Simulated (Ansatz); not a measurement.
# Al2Cu: the cost of one run

Computed with Ansatz 0.2.0 (DFT PBE, scalar-relativistic, plane waves, PAW, unless a step's input says otherwise).

8 further runs of the same task are left out: 6 that didn't finish, 2 set aside as unsound or not needed.

**1. The structure to begin with**

Symmetry: I4/mcm, No. 140, tetragonal system. Conventional cell: a = 6.052 Å, b = 6.052 Å, c = 4.883 Å, α = 90.00°, β = 90.00°, γ = 90.00°. Around Al (site symmetry m2m) lie 4 Cu at 2.58 Å and 3 Al at 2.72 to 2.90 Å. Cu (site symmetry 422) is surrounded by 2 Cu at 2.44 Å and 8 Al at 2.58 Å.

Structure file:

```
CELL_PARAMETERS angstrom
-3.02619 3.02619 2.44162
3.02619 -3.02619 2.44162
3.02619 3.02619 -2.44162
ATOMIC_POSITIONS crystal
Al 0.15872 0.65872 0.81744
Al 0.65872 0.84128 0.50000
Al 0.84128 0.34128 0.18256
Al 0.34128 0.15872 0.50000
Cu 0.75000 0.75000 0.00000
Cu 0.25000 0.25000 0.00000
```

It is the result of an earlier relaxation at this level (volume 14.91 Å³/atom; gap on the mesh: none (metal)).

**2. The reference cell**

Reference values: F = -15401.3406 eV; pressure 0.08 GPa; largest force 0.019 eV/Å; gap on the mesh none (metal). It was computed beforehand with the settings of the runs below.

**3. The scan: a two-dimensional strain map**

The cell is strained by p along both x and y and by q along z, with fractional coordinates fixed.

**4. Point p = -0.030, q = -0.030**

The input, input.yaml:

```yaml
crystal:
  lattice:
    - [-2.9354032152, 2.9354032152, 2.3683689267]
    - [2.9354032152, -2.9354032152, 2.3683689267]
    - [2.9354032152, 2.9354032152, -2.3683689267]
  atoms:
    - { symbol: Al, position: [0.1587211842, 0.6587211842, 0.8174423684] }
    - { symbol: Al, position: [0.6587211842, 0.8412788158, 0.5] }
    - { symbol: Al, position: [0.8412788158, 0.3412788158, 0.1825576316] }
    - { symbol: Al, position: [0.3412788158, 0.1587211842, 0.5] }
    - { symbol: Cu, position: [0.75, 0.75, 0.0] }
    - { symbol: Cu, position: [0.25, 0.25, 0.0] }
basis:
  ecutwfc: 420
kpoints:
  mp_grid: { grid: [12, 12, 12] }
hamiltonian:
  xc: pbe
scf:
  occupations: { method: gaussian, width: 0.15 }
output:
  forces: true
  stress: true
  eigenvalues: true
```

On the command line:

```sh
ansatz run input.yaml --threads 2 --pin off --max-ram 5120MiB --backend cpu --events-out ev --progress --plain --runs-dir out
```

**Question.** How long does this run take on 2 threads of Arm Neoverse V2, shared host, and how much memory does it need?

About 9.6 s, with a peak of 0.55 GiB.
